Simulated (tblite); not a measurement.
# Mg4Se4 ((MgSe)4 ring): GFN1-xTB (ddPCM ε = 4.81, coupling 0.002 1/fs, NVTBerendsen dynamics, md temperature 200 K, start temperature 400 K)

We compute molecular dynamics of Mg4Se4 ((MgSe)4 ring). Input form: an ASE script.

The calculation is run with tblite 0.8.0.

3 further runs of the same task are left out: 3 set aside as unsound or not needed.

**1. The structure to begin with**

Mg4Se4 has 8 atoms, charge 0, and is taken as a triplet. Geometry: a GFN2-xTB relaxation, a rough one for these elements and not checked as a minimum. That shape belongs to the parent species and isn't relaxed for this state. The run starts from this shape.

Bond lengths: Mg1–Se2 2.392 Å, Se2–Mg3 2.393 Å, Mg3–Se4 2.393 Å, Se4–Mg5 2.393 Å, Mg5–Se6 2.391 Å, Se6–Mg7 2.392 Å, Mg1–Se8 2.392 Å, Mg7–Se8 2.394 Å. Angles: Mg1–Se2–Mg3 93.6°, Se2–Mg1–Se8 174.9°, Se2–Mg3–Se4 176.6°, Mg3–Se4–Mg5 95.0°, Se4–Mg5–Se6 174.6°, Mg5–Se6–Mg7 93.6°, Se6–Mg7–Se8 176.6°, Mg1–Se8–Mg7 94.8°.

**2. A short trajectory at GFN1-xTB (ddPCM ε = 4.81, coupling 0.002 1/fs, NVTBerendsen dynamics, md temperature 200 K, start temperature 400 K)**

input.xyz reads:

```xyz
8

Mg     0.025410    -0.493700    -2.450350
Se    -2.287180     0.112660    -2.514480
Mg    -2.379820     0.597480    -0.173260
Se    -2.330470     1.067670     2.172180
Mg    -0.021340     0.503650     2.451500
Se     2.289400    -0.109120     2.512560
Mg     2.369670    -0.622070     0.177780
Se     2.334320    -1.056580    -2.175930
```

script.py reads:

```python
"""GFN1-xTB molecular dynamics with ASE"""
import json
import numpy as np
from ase.io import read
from tblite.ase import TBLite
from ase.units import Debye
from ase import units
from ase.md.velocitydistribution import MaxwellBoltzmannDistribution, Stationary, ZeroRotation
from ase.md.nvtberendsen import NVTBerendsen

molecule = read("input.xyz")
start = molecule.get_positions()

molecule.calc = TBLite(
    method="GFN1-xTB",
    charge=0,
    multiplicity=3,
    spin_polarization=1.0,
    solvation=("ddX", 4.81, "pcm"),
    verbosity=0,
)
MaxwellBoltzmannDistribution(molecule, temperature_K=400, rng=np.random.default_rng(623))
Stationary(molecule)
ZeroRotation(molecule)
dyn = NVTBerendsen(molecule, timestep=0.5 * units.fs, temperature_K=200, taut=500 * units.fs, trajectory="md.traj", logfile="-", loginterval=10)
dyn.run(600)
print(f"E: {molecule.get_potential_energy():.6f} eV")
print(f"Dipole: {np.linalg.norm(molecule.get_dipole_moment()) / Debye:.4f} D")
print("Charges:", np.round(molecule.get_charges(), 4))
print("Final positions (angstrom):")
for a in molecule:
    print(f"{a.symbol:<2} {a.x:12.6f} {a.y:12.6f} {a.z:12.6f}")
json.dump(dict(energy=molecule.get_potential_energy(), forces=molecule.get_forces().tolist(), dipole=molecule.get_dipole_moment().tolist(), charges=molecule.get_charges().tolist(),
               symbols=molecule.get_chemical_symbols(), start=start.tolist(), final=molecule.positions.tolist()), open("results.json", "w"))
```

Run with:

```
python script.py
```

**Question.** What will come out? Wanted: potential energy of the last frame.

Computed results:

Level: GFN1-xTB (ddPCM ε = 4.81, coupling 0.002 1/fs, NVTBerendsen dynamics, md temperature 200 K, start temperature 400 K).

```
                          quantity         value
potential energy of the last frame  -16.35793 Eh
```

In words: The run spans only 300 fs, so it is not equilibrated: the temperature averages 524 K over its second half, against 529 K at the start.
